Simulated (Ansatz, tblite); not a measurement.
# CdMeCl (CH₃CdCl): one state, many levels

The task here is to estimate one member of a computed series from the others.

The runs use Ansatz 0.2.0, Gaussian basis; as each input shows.

The runs, in order: GFN1-xTB, GFN2-xTB, PBE-D4/def2-TZVP, r2SCAN-D4/def2-TZVP, r2SCANh-D4/def2-TZVP, LDA/def2-TZVP, HF/def2-TZVP, LC-ωPBE/def2-TZVP, HSE06-D4/def2-TZVP, revPBE-D4/def2-TZVP, B97M-V/def2-TZVP, PBE-D4/def2-SVP, PBE0-D4/def2-SVP, PBE0-D4/def2-TZVPD, PBE-D4/def2-TZVPD, r2SCAN-D4/def2-TZVPD, CCSD(T)/def2-TZVPP, MP2/def2-TZVP, RPA/def2-TZVP.

### The geometry

The singlet was relaxed beforehand with PBE0-D4/def2-TZVP.

6 atoms, charge 0, spin multiplicity 1.

Bond lengths: Cd1–C2 2.093 Å, Cd1–Cl6 2.293 Å, C2–H3 1.090 Å, C2–H4 1.090 Å, C2–H5 1.090 Å. Angles: C2–Cd1–Cl6 180.0°, Cd1–C2–H3 109.7°, Cd1–C2–H4 109.6°, Cd1–C2–H5 109.6°, H3–C2–H4 109.3°, H3–C2–H5 109.3°, H4–C2–H5 109.3°.

Cd takes a core potential in the def2 sets. No spin-orbit coupling is included.

PBE0-D4/def2-TZVP was run before; its log isn't repeated, and its numbers join the tables.

Set-up of the first run:

Tight binding, by tblite at 300 K electronic temperature and without a spin-polarisation term:

```python
tblite.interface.Calculator('GFN1-xTB', numbers, positions, charge=0, uhf=0).singlepoint()
```

Tight binding, by tblite at 300 K electronic temperature and without a spin-polarisation term:

```python
tblite.interface.Calculator('GFN2-xTB', numbers, positions, charge=0, uhf=0).singlepoint()
```

start.molden holds the orbitals of an earlier run on this state, given as this run's starting guess.

File in.yaml:

```yaml
crystal:
  periodic: [false, false, false]
  atoms:
    - {symbol: Cd, position_ang: [-0.002888, 0.006127, -1.196584]}
    - {symbol: C, position_ang: [0.002128, -0.004065, 0.896634]}
    - {symbol: H, position_ang: [-0.450370, 0.914921, 1.269040]}
    - {symbol: H, position_ang: [1.027240, -0.073794, 1.260296]}
    - {symbol: H, position_ang: [-0.567823, -0.859079, 1.260087]}
    - {symbol: Cl, position_ang: [-0.008287, 0.015900, -3.489492]}
basis:
  gaussian: {orbitals: def2-TZVP, initial_orbitals: start.molden}
hamiltonian: {xc: pbe, dispersion: d4}
scf: {omitted_lower_state_checks: [starts]}
output: {orbitals: {seedname: orbitals}}
```

Launch:

```
> ansatz run in.yaml --threads 4 --pin off --events-out ev --progress --plain --max-ram 3916MiB
```

Steps of the session up to this table: PBE-D4/def2-TZVP; r2SCAN-D4/def2-TZVP; r2SCANh-D4/def2-TZVP; LDA/def2-TZVP; HF/def2-TZVP; LC-ωPBE/def2-TZVP; HSE06-D4/def2-TZVP; revPBE-D4/def2-TZVP; B97M-V/def2-TZVP; PBE-D4/def2-SVP; PBE0-D4/def2-SVP; PBE0-D4/def2-TZVPD; PBE-D4/def2-TZVPD; r2SCAN-D4/def2-TZVPD; CCSD(T)/def2-TZVPP; MP2/def2-TZVP; RPA/def2-TZVP.

One table of the session follows, with a row left open; its other results are not shown here.

| level | HOMO (eV) | gap (eV) |
| --- | --- | --- |
| HF/def2-TZVP | -10.70 | 12.44 |
| LDA/def2-TZVP | -7.14 | 5.26 |
| PBE-D4/def2-SVP | -6.74 | 5.28 |
| PBE-D4/def2-TZVP | -6.96 | 5.30 |
| PBE-D4/def2-TZVPD | -7.02 | 5.28 |
| revPBE-D4/def2-TZVP | -6.89 | 5.33 |
| r2SCAN-D4/def2-TZVP | -7.28 | 5.92 |
| r2SCAN-D4/def2-TZVPD | -7.33 | 5.90 |
| B97M-V/def2-TZVP | -7.34 | 5.76 |
| r2SCANh-D4/def2-TZVP | ? | ? |
| PBE0-D4/def2-SVP | -8.12 | 7.48 |
| PBE0-D4/def2-TZVP | -8.29 | 7.46 |
| PBE0-D4/def2-TZVPD | -8.31 | 7.38 |
| HSE06-D4/def2-TZVP | -7.89 | 6.70 |
| LC-ωPBE/def2-TZVP | -10.92 | 12.15 |

**Question.** Estimate the row for r2SCANh-D4/def2-TZVP.

As computed: HOMO (eV): -7.79; gap (eV): 6.71. In the column «HOMO (eV)» it lies between HSE06-D4/def2-TZVP (-7.89) and B97M-V/def2-TZVP (-7.34).
